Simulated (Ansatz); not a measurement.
**Bi: stress in a strained cell**

Bi is deformed so: equal xy, yz and zx engineering shear strains of +1 %. What stress and forces result, by LAPW, PAW and all-electron datasets made for the crystal?

Method: DFT PBEsol, scalar-relativistic, in Ansatz 0.2.0.

**1. The starting structure**

Symmetry: C2/m, No. 12, monoclinic system. Conventional cell: a = 6.673 Å, b = 6.111 Å, c = 3.300 Å, α = 90.00°, β = 110.41°, γ = 90.00°. Around Bi (site symmetry m) lie 6 Bi at 3.15 to 3.31 Å.

Structure file:

```cif
data_structure
_symmetry_space_group_name_H-M 'C2/m'
_symmetry_Int_Tables_number 12
_cell_length_a 6.6726
_cell_length_b 6.1108
_cell_length_c 3.3001
_cell_angle_alpha 90.000
_cell_angle_beta 110.412
_cell_angle_gamma 90.000
_cell_volume 126.11
loop_
_atom_site_label
_atom_site_type_symbol
_atom_site_symmetry_multiplicity
_atom_site_Wyckoff_symbol
_atom_site_fract_x
_atom_site_fract_y
_atom_site_fract_z
_atom_site_occupancy
Bi1 Bi 4 i 0.75180 0.50000 0.14900 1
```

The file gives the conventional cell by its symmetry; the runs use the cell typed in the input.

Atoms are numbered in the order of the input: Bi1, Bi2.

**2. After the deformation**

Space group C2/m before, P-1 after.

**3. Full-potential LAPW**

input.yaml

```yaml
crystal:
  lattice:
    - [3.321003, -3.0387186, 0.0014044]
    - [3.351557, 3.0720814, 0.0319584]
    - [-1.13551545, 0.00970965, 3.0871551]
  atoms:
    - { symbol: Bi, position: [0.2518, 0.2518, 0.149] }
    - { symbol: Bi, position: [0.7482, 0.7482, 0.851] }
kpoints:
  mp_grid: { grid: [8, 8, 11] }
  band_path:
    path:
      - [0.0, 0.0, 0.0]
      - [0.0, 0.5, 0.0]
      - [0.5, 0.0, 0.0]
      - [0.0, 0.0, 0.0]
      - [0.0, 0.0, -0.5]
      - [0.5, 0.5, -0.5]
      - [0.0, 0.0, 0.0]
      - [0.5, 0.0, -0.5]
      - [0.0, 0.5, -0.5]
    npoints: 5
scf:
  occupations: { method: fermi_dirac, width: 0.05 }
hamiltonian:
  xc: pbesol
  pseudopotentials: { kind: all_electron, lapw: { basis_error: 0.00025 } }
output:
  forces: true
  stress: true
  eigenvalues: true
```

Started as:

```bash
$ ansatz run input.yaml --threads 1 --pin off --max-ram 3072MiB --backend cpu --events-out ev --progress --plain --runs-dir out
```

**4. PAW with frozen cores**

input.yaml

```yaml
crystal:
  lattice:
    - [3.321003, -3.0387186, 0.0014044]
    - [3.351557, 3.0720814, 0.0319584]
    - [-1.13551545, 0.00970965, 3.0871551]
  atoms:
    - { symbol: Bi, position: [0.2518, 0.2518, 0.149] }
    - { symbol: Bi, position: [0.7482, 0.7482, 0.851] }
kpoints:
  mp_grid: { grid: [8, 8, 11] }
scf:
  occupations: { method: fermi_dirac, width: 0.05 }
hamiltonian:
  xc: pbesol
  pseudopotentials: { kind: paw }
output:
  forces: true
  stress: true
  eigenvalues: true
  efg: { contact_densities: true }
```

**5. All-electron PAW on datasets made for the crystal**

Changes to input.yaml since step 4:

```diff
@@ -14,3 +14,3 @@
   xc: pbesol
-  pseudopotentials: { kind: paw }
+  pseudopotentials: { kind: all_electron, datasets: crystal }
 output:
```

(Steps that only read results are left out.)

**Question.** What will these runs give? Wanted: pressure; largest shear or deviatoric stress.

The runs gave:

| quantity | value |
| --- | --- |
| pressure | LAPW 1.22, PAW 1.20, crystal datasets 1.22 GPa |
| largest shear or deviatoric stress (LAPW) | 0.81 GPa |

In words: The largest part of the stress beyond the pressure is 0.81 GPa in size, in the yy component; the atoms are carried along and not relaxed. No run of the undeformed cell stands beside it, so the pressure holds what the given cell had before the change. PAW: stress within 0.02 GPa of LAPW, forces within 1 meV/Å. Crystal datasets: stress within 0.01 GPa of LAPW, forces within 1 meV/Å. Spin-orbit coupling is left out, though the cell holds Bi; in elements this heavy it can shift bands and gaps by tenths of an eV.
